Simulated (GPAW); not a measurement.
Here is a GPAW 26.7.0 calculation.

Contents of run.py:

```python
from ase import Atoms
from ase.dft.bandgap import bandgap
from ase.io import write
from ase.units import GPa
from gpaw import GPAW, PW, setup_paths

setup_paths.insert(0, '.')

atoms = Atoms(['Pt', 'Pt', 'Mn'],
              cell=[[2.8584044518, 0.0, 0.0],
                    [-1.4292022259, 2.4754508696, 0.0],
                    [0.0, 0.0, 6.532504]],
              scaled_positions=[[0.6666666667, 0.3333333333, 0.316206],
                                [0.3333333333, 0.6666666667, 0.683794],
                                [0.0, 0.0, 0.0]],
              pbc=True)
atoms.set_initial_magnetic_moments([0.0, 0.0, 4.0])

calc = GPAW(mode=PW(600),
            xc='PBEsol',
            kpts={'size': (11, 11, 4), 'gamma': True},
            occupations={'name': 'fermi-dirac', 'width': 0.05},
            nbands=41,
            convergence={'density': 1e-05, 'energy': 1e-05},
            maxiter=150,
            txt='gpaw.txt')
atoms.calc = calc
energy = atoms.get_potential_energy()
forces = atoms.get_forces()
stress = atoms.get_stress()
calc.write('gs.gpw')
write('result.traj', atoms)
print(f'Energy: {energy:.6f} eV')
print('Forces (eV/A):')
print(forces.round(4))
print('Stress (GPa):', (stress / GPa).round(3))
print('Moments:', calc.get_magnetic_moments().round(3))
print('Fermi level:', round(calc.get_fermi_level(), 4), 'eV')
print(f'Gap: {bandgap(calc)[0]:.4f} eV, direct: {bandgap(calc, direct=True)[0]:.4f} eV')
```

Potentials or basis: PAW data sets generated in the run's folder for this functional, pw.

The run is started by

```console
$ gpaw-setup -f PBEsol Mn Pt
$ OMP_NUM_THREADS=1 python run.py
```

**Question.** Predict the site moments.

**Answer.** Pt +0.30; Mn +3.62 μB.

**Question.** Estimate the largest force.

**Answer.** 0.084 eV/Å.

Forces in eV/Å, atoms in the order of the input:
```
Pt   0.000  0.000  0.084
Pt   0.000  0.000 -0.084
Mn   0.000  0.000  0.000
```

The run has no spin-orbit coupling, so splittings on Pt are missing.
